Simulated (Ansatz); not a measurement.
# HfB3N: one candidate of a structure search

Aim: relax a trial structure of HfB3N and see where it ends.

Computed with Ansatz 0.2.0 (DFT PBE, scalar-relativistic, plane waves, PAW, unless a step's input says otherwise).

**1. The system as given**

It takes space group P4/mmm (No. 123, tetragonal). Conventional cell: a = 3.152 Å, b = 3.152 Å, c = 5.453 Å, α = 90.00°, β = 90.00°, γ = 90.00°. Hf (site symmetry 4/mmm) has 8 B at 2.41 Å and 2 N at 2.73 Å as nearest neighbours. B (site symmetry 4mm) is surrounded by 2 B at 1.81 to 1.83 Å and 4 Hf at 2.41 Å. B (site symmetry 4/mmm) is surrounded by 2 B at 1.81 Å. N (site symmetry 4/mmm) has 4 B at 2.23 Å and 2 Hf at 2.73 Å as nearest neighbours.

As a file:

```
Hf B N
1.0
     3.15227    0.00000    0.00000
     0.00000    3.15227    0.00000
     0.00000    0.00000    5.45279
Hf B N
1 3 1
Direct
  0.50000 0.50000 0.50000
  0.00000 0.00000 0.33255
  0.00000 0.00000 0.66745
  0.00000 0.00000 0.00000
  0.50000 0.50000 0.00000
```

A structure generator made this guess: random cell by space group and Wyckoff sites (P4/mmm, No. 123). The dimensions are guesses.

**2. Probe: one point on a coarse mesh**

Contents of input.yaml:

```yaml
crystal:
  lattice:
    - [3.15227016, 0.0, 0.0]
    - [0.0, 3.15227016, 0.0]
    - [0.0, 0.0, 5.45278623]
  atoms:
    - { symbol: Hf, position: [0.5, 0.5, 0.5] }
    - { symbol: B, position: [0.0, 0.0, 0.33255294] }
    - { symbol: B, position: [0.0, 0.0, 0.66744706] }
    - { symbol: B, position: [0.0, 0.0, 0.0] }
    - { symbol: "N", position: [0.5, 0.5, 0.0] }
basis:
  ecutwfc: 420
kpoints:
  mp_grid: { grid: [6, 6, 4] }
hamiltonian:
  xc: pbe
scf:
  occupations: { method: gaussian, width: 0.1 }
  lower_state_search: "off"
output:
  forces: true
  stress: true
  eigenvalues: true
```

Command:

```console
> ansatz run input.yaml --threads 1 --pin off --max-ram 2560MiB --backend cpu --events-out ev --progress --plain --runs-dir out
```

The session goes on with these runs: rough relaxation on the coarse mesh; relaxation on the finer mesh.

What does the calculation give? Wanted: conventional cell; volume; energy over the elements; gap on the mesh.

The runs gave:

| quantity | value |
| --- | --- |
| symmetry at the end (tolerance 0.05 Å) | space group P4/mmm (No. 123) |
| conventional cell | a = 3.494 Å, b = 3.494 Å, c = 4.539 Å, α = 90.00°, β = 90.00°, γ = 90.00° |
| volume | 11.08 Å³/atom |
| energy over the elements (uncorrected; H, N, O, F and Cl as molecules) | +0.34 eV/atom |
| gap on the mesh | none (metal) |

The space group P4/mmm (No. 123) is kept, and the volume per atom grows by 2.2 % from the first guess. With a positive formation energy it can't be a ground state. No finished test with a distortion of lower symmetry is shown, so the end may be a saddle point. Spin-orbit coupling is left out for Hf.
